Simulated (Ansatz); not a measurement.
# CH3ClSSi: the cost of one run

Program: Ansatz 0.2.0, driven from Python. The levels of theory stand in the script. These are calculated values, not measurements.

## Step 1: The structure

Bond lengths: C1–S2 1.745 Å, S2–Si3 2.148 Å, Si3–Cl4 2.057 Å, C1–H5 1.131 Å, C1–H6 1.128 Å, C1–H7 1.097 Å. Angles: C1–S2–Si3 103.4°, S2–C1–H5 110.8°, S2–C1–H6 113.5°, S2–C1–H7 114.4°, H5–C1–H6 102.6°, H5–C1–H7 106.6°, H6–C1–H7 108.1°, S2–Si3–Cl4 107.2°.

Input file ch3clssi.xyz:

```xyz
7

C    -0.13220    0.78680   -0.46310
S     0.96150   -0.50450   -0.88910
Si    0.24960   -2.16430    0.27450
Cl    0.19920   -1.55420    2.23780
H     0.05940    1.70160   -1.10070
H    -1.21280    0.55300   -0.68710
H    -0.06340    1.11360    0.58210
```

## Step 2: The script

File methods.py:

```python
"""CH3ClSSi at several levels of theory."""

import warnings

import ansatz as az

warnings.simplefilter("ignore", az.DeckWarning)

geometry = az.Crystal.molecule_from_extxyz("ch3clssi.xyz")

calc = geometry.calculation().basis(gaussian="def2-SVP")

methods = ["mp2", "ccsd", "ccsd_t"]
reports = [calc.correlation(m).run(threads=1).report for m in methods]
print(f"Hartree-Fock reference {reports[0]['reference_energy_ev'] / 27.211386246:.6f} Ha")
best = reports[-1]["free_energy_ev"] - reports[-1]["reference_energy_ev"]
for method, each in zip(methods, reports):
    gained = each["free_energy_ev"] - each["reference_energy_ev"]
    print(f"{method:8s} total {each['free_energy_ev'] / 27.211386246:.6f} Ha  correlation {gained:9.4f} eV  ({100 * gained / best:.1f} % of the last)")
```

## Step 3: The input behind the calls

The engine receives this input (first run):

```yaml
crystal:
  periodic: [false, false, false]
  atoms:
    - { symbol: C, position_ang: [-0.1322, 0.7868, -0.4631] }
    - { symbol: S, position_ang: [0.9615, -0.5045, -0.8891] }
    - { symbol: Si, position_ang: [0.2496, -2.1643, 0.2745] }
    - { symbol: Cl, position_ang: [0.1992, -1.5542, 2.2378] }
    - { symbol: H, position_ang: [0.0594, 1.7016, -1.1007] }
    - { symbol: H, position_ang: [-1.2128, 0.553, -0.6871] }
    - { symbol: H, position_ang: [-0.0634, 1.1136, 0.5821] }
basis:
  gaussian:
    orbitals: def2-SVP
correlation:
  method: mp2
```

## Step 4: The run

Command:

```console
$ python methods.py
```

**Question.** How long does this script take on 1 thread of Arm Neoverse N1, shared host, and how much memory does it need?

About 15 s, with a peak of 0.28 GiB.
